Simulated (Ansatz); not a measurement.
# C₂H₃NSi (SMILES [SiH2]=C1C=N1): single points off equilibrium

A test off equilibrium: a frame of a short trajectory is computed at several levels, and each is set against CCSD(T).

Method: single points in def2-TZVPP; program: Ansatz 0.2.0, Gaussian basis.

Cores are frozen in the correlated methods.

## (1) Where the work starts

SMILES `[SiH2]=C1C=N1`, 7 atoms, charge 0, spin multiplicity 1.

Atoms are counted from 1 here; the program's logs count them from 0.

Bond lengths: Si1–C2 1.747 Å, Si1–H5 1.415 Å, Si1–H6 1.513 Å, C2–C3 1.422 Å, C2–N4 1.482 Å, C3–N4 1.267 Å, C3–H7 1.065 Å. Angles: C2–Si1–H5 121.6°, C2–Si1–H6 120.3°, H5–Si1–H6 115.7°, Si1–C2–C3 153.3°, Si1–C2–N4 142.3°, C3–C2–N4 51.7°, C2–C3–N4 66.6°, C2–C3–H7 159.8°, N4–C3–H7 133.2°, C2–N4–C3 61.7°.

Coordinates:

```xyz
7
charge 0, multiplicity 1
Si   -0.69827    1.14776   -0.47123
C    -0.06272   -0.38625    0.07085
C     0.94283   -1.21435    0.64099
N     0.44787   -1.68600   -0.42629
H    -1.58210    1.23568   -1.57314
H    -0.66769    2.35182    0.44362
H     1.73700   -1.52810    1.27697
```

## (2) PBE-D4/def2-TZVPP

run/in.yaml reads:

```yaml
crystal:
  periodic: [false, false, false]
  atoms:
    - {symbol: Si, position_ang: [-0.698265, 1.147756, -0.471229]}
    - {symbol: C, position_ang: [-0.062724, -0.386248, 0.070851]}
    - {symbol: C, position_ang: [0.942835, -1.214351, 0.640990]}
    - {symbol: N, position_ang: [0.447868, -1.685996, -0.426285]}
    - {symbol: H, position_ang: [-1.582096, 1.235683, -1.573139]}
    - {symbol: H, position_ang: [-0.667690, 2.351818, 0.443625]}
    - {symbol: H, position_ang: [1.737001, -1.528096, 1.276973]}
basis:
  gaussian: {orbitals: def2-TZVPP}
hamiltonian: {xc: pbe, dispersion: d4}
output: {forces: true}
```

Started as:

```console
> ansatz run in.yaml --threads 2 --pin off --events-out ev --progress --plain --max-ram 3481MiB
```

The program printed:

```text
Functional definition: PBE
  name "PBE"
  cite "Perdew, Burke & Ernzerhof, Phys. Rev. Lett. 77, 3865 (1996) doi:10.1103/PhysRevLett.77.3865"
  parent pbe
  parameter kappa = 0.804
  parameter beta = 0.06672455060314922
  exchange = pbe_x(kappa = kappa, mu = beta*pi^2/3)
  correlation = pbe_c(beta = beta)
980 factors; their error is unknown
mean field evaluation 1: about -11467.0162 eV, gradient 6.7e1 eV
mean field evaluation 2: about -11336.5411 eV, gradient 1.9e2 eV
mean field evaluation 4: about -11474.9036 eV, gradient 4.4e1 eV
mean field evaluation 8: about -11479.2434 eV, gradient 7.9e-1 eV
mean field evaluation 16: about -11479.2130 eV, gradient 6.7e-4 eV
mean field -11479.21302537 eV, -421.8532977923 hartree, gradient 1.1e-5 eV, S^2 0.000000; 0 other end points of the search recorded, 0 dependent functions left out
the calculation of the forces begins
reference -11479.21306224 eV, -421.8532991472 hartree; 18, 18 occupied and 159, 159 virtual orbitals, 980 factors
Total energy: -11479.35637946 eV, -421.8585659580 hartree
Atom 0 at    -0.698265     1.147756    -0.471229 Å, force     1.166578     0.009866     1.448216 eV/Å
Atom 1 at    -0.062724    -0.386248     0.070851 Å, force     0.456784     0.847979    -0.005226 eV/Å
Atom 2 at     0.942835    -1.214351     0.640990 Å, force    -0.677182     0.432294    -0.491026 eV/Å
Atom 3 at     0.447868    -1.685996    -0.426285 Å, force    -0.445268    -0.688162    -0.627690 eV/Å
Atom 4 at    -1.582096     1.235683    -1.573139 Å, force    -0.952439    -0.086392    -1.041452 eV/Å
Atom 5 at    -0.667690     2.351818     0.443625 Å, force    -0.096355    -0.505022    -0.106110 eV/Å
Atom 6 at     1.737001    -1.528096     1.276973 Å, force     0.547883    -0.010563     0.823288 eV/Å
Dipole moment:     0.256138     0.070998     0.298190 e Å
```

Run time: 1.9 s. Hardware: 2 threads of Arm Neoverse V2, shared host; peak memory 0.17 GiB.

## (3) r2SCAN-D4/def2-TZVPP

run/in.yaml: that of step 2 with these lines changed.

```diff
@@ -12,3 +12,3 @@
   gaussian: {orbitals: def2-TZVPP}
-hamiltonian: {xc: pbe, dispersion: d4}
+hamiltonian: {xc: r2scan, dispersion: d4}
 output: {forces: true}
```

Started as:

```console
> ansatz run in.yaml --threads 2 --pin off --events-out ev --progress --plain --max-ram 3481MiB
```

The program printed:

```text
Functional definition: r2SCAN
  name "r2SCAN"
  cite "Furness, Kaplan, Ning, Perdew & Sun, J. Phys. Chem. Lett. 11, 8208 (2020) doi:10.1021/acs.jpclett.0c02405"
  cite "Furness, Kaplan, Ning, Perdew & Sun, J. Phys. Chem. Lett. 11, 9248 (2020) doi:10.1021/acs.jpclett.0c03077"
  parent r2scan
  parameter k0 = 0.174
  parameter k1 = 0.065
  parameter a1 = 4.9479
  exchange = r2scan_x(k0 = k0, k1 = k1, a1 = a1)
  correlation = r2scan_c
980 factors; their error is unknown
mean field evaluation 1: about -11474.9484 eV, gradient 6.1e1 eV
mean field evaluation 2: about -11433.0003 eV, gradient 1.3e2 eV
mean field evaluation 4: about -11483.3015 eV, gradient 2.6e1 eV
mean field evaluation 8: about -11484.7833 eV, gradient 8.6e-2 eV
mean field evaluation 16: about -11484.7543 eV, gradient 3.4e-4 eV
mean field -11484.75430419 eV, -422.0569360330 hartree, gradient 4.8e-5 eV, S^2 0.000000; 0 other end points of the search recorded, 0 dependent functions left out
the calculation of the forces begins
reference -11484.75431527 eV, -422.0569364400 hartree; 18, 18 occupied and 159, 159 virtual orbitals, 980 factors
Total energy: -11484.78781272 eV, -422.0581674486 hartree
Atom 0 at    -0.698265     1.147756    -0.471229 Å, force     1.153140    -0.050209     1.498918 eV/Å
Atom 1 at    -0.062724    -0.386248     0.070851 Å, force     0.709189     0.718725    -0.040108 eV/Å
Atom 2 at     0.942835    -1.214351     0.640990 Å, force    -0.951979     0.322060    -0.967378 eV/Å
Atom 3 at     0.447868    -1.685996    -0.426285 Å, force    -0.315771    -0.294984    -0.070227 eV/Å
Atom 4 at    -1.582096     1.235683    -1.573139 Å, force    -0.846439    -0.109086    -0.902520 eV/Å
Atom 5 at    -0.667690     2.351818     0.443625 Å, force    -0.104375    -0.659929    -0.205913 eV/Å
Atom 6 at     1.737001    -1.528096     1.276973 Å, force     0.356235     0.073423     0.687228 eV/Å
Dipole moment:     0.264860     0.063545     0.312467 e Å
```

It took 3.4 s on 2 threads of Arm Neoverse V2, shared host; peak memory 0.19 GiB.

## (4) PBE0-D4/def2-TZVPP

run/in.yaml: that of step 3 with these lines changed.

```diff
@@ -12,3 +12,3 @@
   gaussian: {orbitals: def2-TZVPP}
-hamiltonian: {xc: r2scan, dispersion: d4}
-output: {forces: true}
+hamiltonian: {xc: pbe0, dispersion: d4}
+output: {forces: true, orbitals: {seedname: orbitals}}
```

Started as:

```console
> ansatz run in.yaml --threads 2 --pin off --events-out ev --progress --plain --max-ram 3481MiB
```

The program printed:

```text
Functional definition: PBE0
  name "PBE0"
  cite "Adamo & Barone, J. Chem. Phys. 110, 6158 (1999) doi:10.1063/1.478522"
[... 2 set-up lines as earlier in the session ...]
  parameter a = 0.25
[... 2 set-up lines as earlier in the session ...]
  exchange = (1 - a)*pbe_x(kappa = kappa, mu = beta*pi^2/3) + a*exact_x
[... 1 set-up line as earlier in the session ...]
983 factors; their error is unknown
mean field evaluation 1: about -11472.2160 eV, gradient 5.4e1 eV
mean field evaluation 2: about -11452.1316 eV, gradient 9.8e1 eV
mean field evaluation 4: about -11479.5967 eV, gradient 1.1e1 eV
mean field evaluation 8: about -11479.8508 eV, gradient 1.2e-1 eV
mean field evaluation 16: about -11479.8708 eV, gradient 7.7e-4 eV
mean field -11479.87084326 eV, -421.8774721537 hartree, gradient 3.1e-5 eV, S^2 0.000000; 0 other end points of the search recorded, 0 dependent functions left out
the calculation of the forces begins
reference -11479.87087104 eV, -421.8774731747 hartree; 18, 18 occupied and 159, 159 virtual orbitals, 983 factors
Total energy: -11479.99103322 eV, -421.8818890536 hartree
Atom 0 at    -0.698265     1.147756    -0.471229 Å, force     1.193635    -0.203174     1.569940 eV/Å
Atom 1 at    -0.062724    -0.386248     0.070851 Å, force     0.785405     0.506479    -0.238388 eV/Å
Atom 2 at     0.942835    -1.214351     0.640990 Å, force    -1.047623     0.132093    -1.262389 eV/Å
Atom 3 at     0.447868    -1.685996    -0.426285 Å, force    -0.322865     0.226508     0.377371 eV/Å
Atom 4 at    -1.582096     1.235683    -1.573139 Å, force    -0.851337    -0.101421    -0.921304 eV/Å
Atom 5 at    -0.667690     2.351818     0.443625 Å, force    -0.095686    -0.651208    -0.211485 eV/Å
Atom 6 at     1.737001    -1.528096     1.276973 Å, force     0.338471     0.090723     0.686255 eV/Å
Dipole moment:     0.255997     0.093464     0.304981 e Å
```

Wall time 2.5 s (2 threads of Arm Neoverse V2, shared host); peak memory 0.34 GiB.

Orbitals, density, ELF and potential are computed afterwards from the orbital file.

Frontier orbitals at PBE0-D4/def2-TZVPP, with the share of their density that lies nearest to each atom:

```
orbital  energy (eV)                     lies on
 HOMO-1        -8.63   N4 42 %; C2 28 %; C3 15 %
   HOMO        -5.75  Si1 36 %; C2 35 %; N4 12 %
   LUMO        -1.42   N4 38 %; C3 20 %; C2 13 %
```

ELF in a plane through or near 7 of the atoms.

Ten even steps from ' ' (0.00) to '@' (1.00):
```
                                                        
                                                        
                                    ......              
                                  ++%%%%%%**..          
                                ::@@@@@@@@@@##          
          ::====::              --@@@@@@@@@@%%::        
        ::%%@@@@##==::::..      --@@@@@@@@@@@@--        
      ..**@@@@@@@@##****++::::..::%%@@@@@@@@##..        
      ::##@@@@@@@@**##%%%%****==....==##%%**::          
        --##@@@@======%%**==##**..##**..--::            
          ..--==++====++--::++##::**==::####==..        
              --##%%++####++####--..++@@@@@@@@++..      
            ..==##++==####++==--..++@@@@@@@@@@%%::      
            --**%%%%##%%##::..    ==@@@@@@@@@@**..      
            --**%%@@@@%%++..      ::%%@@@@@@%%::        
            ::++%%%%%%##==        ..**%%@@%%++          
              ::++****--..          ....::..            
                  ....                                  
                                                        
                                                        
```
The map spans 10.2 Å across and 8.0 Å up, centred on the molecule. Atoms in the plane (x, y in Å): Si1 (1.4, 0.0), C2 (-0.3, -0.2), C3 (-1.6, 0.1), N4 (-1.4, -1.1), H5 (2.3, -1.1), H6 (2.1, 1.4), H7 (-2.5, 0.7).

log10 of the density (e/Å³) in the same plane.

Ten even steps from '0' (-4.0) to '9' (1.6):
```
0000000000000000000000000000
0000000000000000001110000000
0000000000000001122222100000
0000001111100112233333210000
0000122222222223345544321000
0001123333333233455654321000
0002244555444444566765432000
0012356666655555567765432100
0012356777766666667665432100
0012356779877776798755432100
0002345678778877798665432100
0001235577877776666766532100
0000134578977665556776532100
0000134567776554455665432100
0000124456665433344444322000
0000023455554332233443321000
0000012334433221122222110000
0000001222222100011111000000
0000000011110000000000000000
0000000000000000000000000000
```
The map spans 10.2 Å across and 8.0 Å up, centred on the molecule. Atoms in the plane (x, y in Å): Si1 (1.4, 0.0), C2 (-0.3, -0.2), C3 (-1.6, 0.1), N4 (-1.4, -1.1), H5 (2.3, -1.1), H6 (2.1, 1.4), H7 (-2.5, 0.7).

On the surface of density 0.002 e/bohr³ the electrostatic potential runs, from the 1st to the 99th percentile, from -1.28 V near N4 to 1.96 V near H7.

## (5) wB97M-V/def2-TZVPP

run/in.yaml: that of step 4 with these lines changed.

```diff
@@ -12,3 +12,3 @@
   gaussian: {orbitals: def2-TZVPP}
-hamiltonian: {xc: pbe0, dispersion: d4}
-output: {forces: true, orbitals: {seedname: orbitals}}
+hamiltonian: {xc: {name: wB97M-V}}
+output: {forces: true}
```

Started as:

```console
> ansatz run in.yaml --threads 2 --pin off --events-out ev --progress --plain --max-ram 3481MiB
```

The program printed:

```text
Functional definition: wB97M-V
  name "wB97M-V"
  cite "Mardirossian & Head-Gordon, J. Chem. Phys. 144, 214110 (2016) doi:10.1063/1.4952647"
  cite "Becke, J. Chem. Phys. 107, 8554 (1997) doi:10.1063/1.475007"
  cite "Vydrov & Van Voorhis, J. Chem. Phys. 133, 244103 (2010) doi:10.1063/1.3521275"
  # Of w^i u^j: cxij and so on, Table III.
  parameter omega = 0.3/bohr
  parameter cx = 0.15
  parameter cx01 = 1.007
  parameter cx10 = 0.259
  parameter css00 = 0.443
  parameter css04 = -1.437
  parameter css10 = -4.535
  parameter css20 = -3.390
  parameter css43 = 4.278
  parameter cos00 = 1.000
  parameter cos10 = 1.358
  parameter cos20 = 2.924
  parameter cos21 = -8.812
  parameter cos60 = -1.390
  parameter cos61 = 9.142
  parameter b = 6.0
  parameter c = 0.01
  gx(w, u) = 1 - cx + cx01*u + cx10*w
  gss(w, u) = css00 + css04*u^4 + css10*w + css20*w^2 + css43*w^4*u^3
  gos(w, u) = cos00 + cos10*w + (cos20 + cos21*u)*w^2 + (cos60 + cos61*u)*w^6
  exchange = spin_sum(e_x_unif_sr(omega)*gx(b97_w, b97_u_x)) + cx*exact_x_sr(omega) + exact_x_lr(omega)
  correlation = spin_sum(e_c_pw_mod_same_spin*gss(b97_w, b97_u_same))
      + integral(e_c_pw_mod_opposite_spin*gos(b97_w_opposite, b97_u_opposite)) + vv10(b, c)
983 factors; their error is unknown
223 factors; integrals over basis functions are off by at most 1.2e-5 eV
mean field evaluation 1: about -11480.5920 eV, gradient 4.4e1 eV
mean field evaluation 2: about -11478.2541 eV, gradient 5.6e1 eV
mean field evaluation 4: about -11485.5714 eV, gradient 3.6e0 eV
mean field evaluation 8: about -11485.6130 eV, gradient 2.4e-1 eV
mean field evaluation 16: about -11485.6115 eV, gradient 5.8e-4 eV
mean field -11485.61148896 eV, -422.0884369923 hartree, gradient 4.8e-5 eV, S^2 0.000000; 0 other end points of the search recorded, 0 dependent functions left out
the calculation of the forces begins
reference -11485.61153426 eV, -422.0884386570 hartree; 18, 18 occupied and 159, 159 virtual orbitals, 983 factors
Total energy: -11485.61153426 eV, -422.0884386570 hartree
Atom 0 at    -0.698265     1.147756    -0.471229 Å, force     1.118700    -0.252684     1.584078 eV/Å
Atom 1 at    -0.062724    -0.386248     0.070851 Å, force     0.501645     0.916198    -0.390874 eV/Å
Atom 2 at     0.942835    -1.214351     0.640990 Å, force    -0.824553    -0.146369    -1.197197 eV/Å
Atom 3 at     0.447868    -1.685996    -0.426285 Å, force    -0.236815     0.251336     0.486444 eV/Å
Atom 4 at    -1.582096     1.235683    -1.573139 Å, force    -0.730229    -0.105545    -0.779955 eV/Å
Atom 5 at    -0.667690     2.351818     0.443625 Å, force    -0.090106    -0.776891    -0.318165 eV/Å
Atom 6 at     1.737001    -1.528096     1.276973 Å, force     0.261359     0.113956     0.615668 eV/Å
Dipole moment:     0.253509     0.116439     0.296805 e Å
```

It took 7.5 s on 2 threads of Arm Neoverse V2, shared host; peak memory 0.43 GiB.

## (6) CCSD(T)/def2-TZVPP

run/in.yaml: that of step 5 with these lines changed.

```diff
@@ -12,3 +12,3 @@
   gaussian: {orbitals: def2-TZVPP}
-hamiltonian: {xc: {name: wB97M-V}}
+correlation: {method: ccsd_t}
 output: {forces: true}
```

Started as:

```console
> ansatz run in.yaml --threads 2 --pin off --events-out ev --progress --plain --max-ram 3481MiB
```

The program printed:

```text
Functional definition: HF
  name "HF"
  cite "Fock, Z. Phys. 61, 126 (1930) doi:10.1007/BF01340294"
[... 1 set-up line as earlier in the session ...]
  exchange = exact_x
  correlation = 0
1056 factors; integrals over basis functions are off by at most 8.2e-4 eV
mean field evaluation 1: about -11445.8336 eV, gradient 3.1e1 eV
mean field evaluation 2: about -11446.1099 eV, gradient 3.1e1 eV
mean field evaluation 4: about -11449.1139 eV, gradient 4.0e0 eV
mean field evaluation 8: about -11449.2110 eV, gradient 6.3e-1 eV
mean field evaluation 16: about -11449.2158 eV, gradient 2.5e-6 eV
mean field evaluation 32: about -11434.1055 eV, gradient 5.0e1 eV
mean field evaluation 64: about -11441.5109 eV, gradient 4.5e-4 eV
mean field -11449.21583303 eV, -420.7509213066 hartree, gradient 2.6e-6 eV, S^2 0.000000; 1 other end points of the search recorded, 0 dependent functions left out; unrestricted orbitals would lower it
8 core orbitals not correlated: weight in the atoms' cores, before any rotation towards them, 1.000 or more for the frozen orbitals, at most 0.000 for the correlated occupied ones
reference -11449.21583303 eV, -420.7509213066 hartree; 10, 10 occupied and 159, 159 virtual orbitals, 1056 factors
second order -16.99936571 eV of doubles, -0.00000000 eV of singles
cycle   1  -16.87967308 eV  change    1.2e-1 eV  update   1.1e-1
cycle   2  -17.47135557 eV  change   -5.9e-1 eV  update   3.9e-2
cycle   3  -17.60276484 eV  change   -1.3e-1 eV  update   1.9e-2
cycle   4  -17.59390956 eV  change    8.9e-3 eV  update   5.8e-3
cycle   5  -17.59641558 eV  change   -2.5e-3 eV  update   3.2e-3
cycle   6  -17.59748745 eV  change   -1.1e-3 eV  update   1.1e-3
cycle   7  -17.59701889 eV  change    4.7e-4 eV  update   6.5e-4
cycle   8  -17.59711484 eV  change   -9.6e-5 eV  update   2.8e-4
cycle   9  -17.59716467 eV  change   -5.0e-5 eV  update   1.4e-4
cycle  10  -17.59708917 eV  change    7.5e-5 eV  update   6.6e-5
cycle  11  -17.59712564 eV  change   -3.6e-5 eV  update   3.3e-5
cycle  12  -17.59712018 eV  change    5.5e-6 eV  update   1.2e-5
cycle  13  -17.59712881 eV  change   -8.6e-6 eV  update   4.2e-6
perturbative correction -1.00119389 eV, -0.0367931968 hartree
the calculation of the forces begins
working
working
Total energy: -11467.81415573 eV, -421.4343970596 hartree
Atom 0 at    -0.698265     1.147756    -0.471229 Å, force     1.066216     0.205890     1.382523 eV/Å
Atom 1 at    -0.062724    -0.386248     0.070851 Å, force     0.238950     1.039384    -0.008214 eV/Å
Atom 2 at     0.942835    -1.214351     0.640990 Å, force    -0.267293     0.102991    -0.305908 eV/Å
Atom 3 at     0.447868    -1.685996    -0.426285 Å, force    -0.402751    -0.677820    -0.606417 eV/Å
Atom 4 at    -1.582096     1.235683    -1.573139 Å, force    -0.815711    -0.090679    -0.847825 eV/Å
Atom 5 at    -0.667690     2.351818     0.443625 Å, force    -0.112926    -0.703643    -0.264530 eV/Å
Atom 6 at     1.737001    -1.528096     1.276973 Å, force     0.293515     0.123877     0.650373 eV/Å
Dipole moment:     0.235401     0.115731     0.299831 e Å
```

It took 2.5 min on 2 threads of Arm Neoverse V2, shared host; peak memory 2.9 GiB.

## (7) Side by side

```
   method  RMS force component (eV/Å)  RMS error against CCSD(T) (eV/Å)  angle to CCSD(T) forces (°)  dipole (D)
   PBE-D4                       0.676                             0.180                         15.1        1.92
r2SCAN-D4                       0.668                             0.295                         26.2        1.99
  PBE0-D4                       0.708                             0.447                         38.7        1.96
  wB97M-V                       0.686                             0.423                         37.5        1.96
  CCSD(T)                       0.613                         reference                    reference        1.91
```

Energy less the free neutral atoms in their ground states at the same level (atoms from separate runs):

Differences are taken before rounding.

```
      method                    rung  energy less atoms (kJ/mol)  from CCSD(T) (kJ/mol)
      PBE-D4                     GGA                     -2659.0                 -219.2
   r2SCAN-D4                meta-GGA                     -2547.4                 -107.6
     PBE0-D4                  hybrid                     -2559.2                 -119.4
     wB97M-V  range-separated hybrid                     -2542.1                 -102.3
Hartree-Fock            wavefunction                     -1609.3                 +830.5
         MP2            wavefunction                     -2506.1                  -66.4
        CCSD            wavefunction                     -2366.3                  +73.5
     CCSD(T)            wavefunction                     -2439.8                      0
```

What each level took, beside its miss in the forces (shared host):

```
   method     time  RMS force error (eV/Å)
   PBE-D4    1.9 s                   0.180
r2SCAN-D4    3.4 s                   0.295
  PBE0-D4    2.5 s                   0.447
  wB97M-V    7.5 s                   0.423
  CCSD(T)  2.5 min                       0
```

## (8) Results

| quantity | value |
| --- | --- |
| energy less free atoms, CCSD(T)/def2-TZVPP | -2439.8 kJ/mol |
| RMS force component | 0.613 to 0.708 eV/Å over the methods |
| RMS force error | PBE-D4 0.180, r2SCAN-D4 0.295, PBE0-D4 0.447, wB97M-V 0.423 eV/Å |
| HOMO and LUMO, PBE0-D4 | -5.75 and -1.42 eV |
| T1 diagnostic | 0.016 |

**Reading.** Against CCSD(T) the functionals' energies less atoms differ by -219.2 to -102.3 kJ/mol, PBE-D4 by -219.2 kJ/mol. CCSD(T) in triple zeta still lacks some correlation energy of the bonds, so part of these gaps is its own basis error and they don't rank the functionals. On forces the order runs from PBE-D4 to PBE0-D4. Frozen-core CCSD(T) forces in triple zeta carry basis errors of their own, and this is one geometry, so small gaps rank nothing. The restricted Hartree–Fock reference is unstable towards an unrestricted one at one or more of these structures.
